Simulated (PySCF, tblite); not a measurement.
# C₆H₈ClFO: geometry, infrared bands and NMR shifts

Aim: predict the infrared bands and NMR shifts of C₆H₈ClFO (`C=CC[C@](C)(F)C(=O)Cl`).

Programs: tblite 0.8.0 and PySCF 2.14.0, with density-fitted response routines of our own. Each step states its level of theory. These are calculated values for one molecule in the gas phase, unless marked as measured. Atoms count from 0, in the outputs and in this text.

## (1) Starting geometry

17 atoms, charge 0, multiplicity 1; geometry from: force field or distance geometry start.

Bonds of the start (Å): C0–C1 1.35, C1–C2 1.49, C2–C3 1.54, C3–C4 1.51, C3–F5 1.38, C3–C6 1.53, C6–O7 1.23, C6–Cl8 1.75, C0–H9 1.08, C0–H10 1.08, C1–H11 1.10, C2–H12 1.08, C2–H13 1.10, C4–H14 1.10, C4–H15 1.10, C4–H16 1.10.

## (2) Geometry optimisation with GFN2-xTB

Job settings and geometry (Å):

```
{"job": {"kind": "relax", "xc": "GFN2-xTB", "basis": "xTB"}, "charge": 0, "multiplicity": 1}
C      2.498800    -0.558500     0.918100
C      1.359100     0.138100     1.129900
C      0.512800     0.714200     0.052500
C     -0.904900     0.112100    -0.006700
C     -1.772600     0.819000    -1.023800
F     -1.505200     0.317900     1.217500
C     -0.811700    -1.372800    -0.381400
O     -0.385900    -1.732100    -1.473300
Cl    -1.356200    -2.456700     0.878300
H      2.858500    -0.747100    -0.079200
H      3.068100    -0.951700     1.746500
H      1.032100     0.295300     2.167400
H      0.993200     0.611700    -0.914600
H      0.426700     1.793400     0.244000
H     -1.899700     1.884600    -0.764000
H     -2.776100     0.379200    -1.049600
H     -1.343900     0.765200    -2.034800
```

Run with:

```sh
$ OMP_NUM_THREADS=1 python probes_run.py task.json out
```

This one command runs all jobs of the session in turn.

**Question.** This job is followed by: GFN2-xTB harmonic vibrations, gas phase; GIAO PBE0/pcSseg-1 NMR shielding, non-relativistic, gas phase. Predict these results of the whole session: strongest single infrared mode (GFN2-xTB); zero-point energy (GFN2-xTB); 13C shifts against TMS (PBE0/pcSseg-1); 1H shifts against TMS (PBE0/pcSseg-1, means over atoms taken as alike); 19F shifts against CFCl3 (PBE0/pcSseg-1); 17O shifts against H2O (PBE0/pcSseg-1); 35Cl shifts against HCl (PBE0/pcSseg-1).

**Answer**, as computed:

| quantity | value |
| --- | --- |
| strongest single infrared mode (GFN2-xTB) | 1803 cm⁻¹, 304 km/mol |
| zero-point energy (GFN2-xTB) | 78.9 kcal/mol |
| 13C shifts against TMS (PBE0/pcSseg-1) | 192.1, 140.2, 127.7, 101.8, 50.8, 26.9 ppm |
| 1H shifts against TMS (PBE0/pcSseg-1, means over atoms taken as alike) | 6.41, 5.54, 5.42, 2.72, 2.27, 1.64 ppm |
| 19F shifts against CFCl3 (PBE0/pcSseg-1) | -170.5 ppm |
| 17O shifts against H2O (PBE0/pcSseg-1) | 584.2 ppm |
| 35Cl shifts against HCl (PBE0/pcSseg-1) | 469 ppm |

In words: The optimisation took 66 steps and gained 0.179 eV; among the close pairs (by a distance rule), C6–O7 changed most, from 1.226 to 1.188 Å. No mode is imaginary among the 45: a minimum at this level. The strongest single mode, at 1803 cm⁻¹, moves mainly C6 and O7. GFN2-xTB is a fitted tight-binding method: band positions and strengths are rough. Its intensities can rank the bands wrongly. H11 (hydrogen on an alkene CH) lies farthest downfield among hydrogen, at 6.41 ppm; olefinic region. At PBE0/pcSseg-1: Shielding is most anisotropic at O7 (span 928 ppm, paramagnetic term -648 ppm).
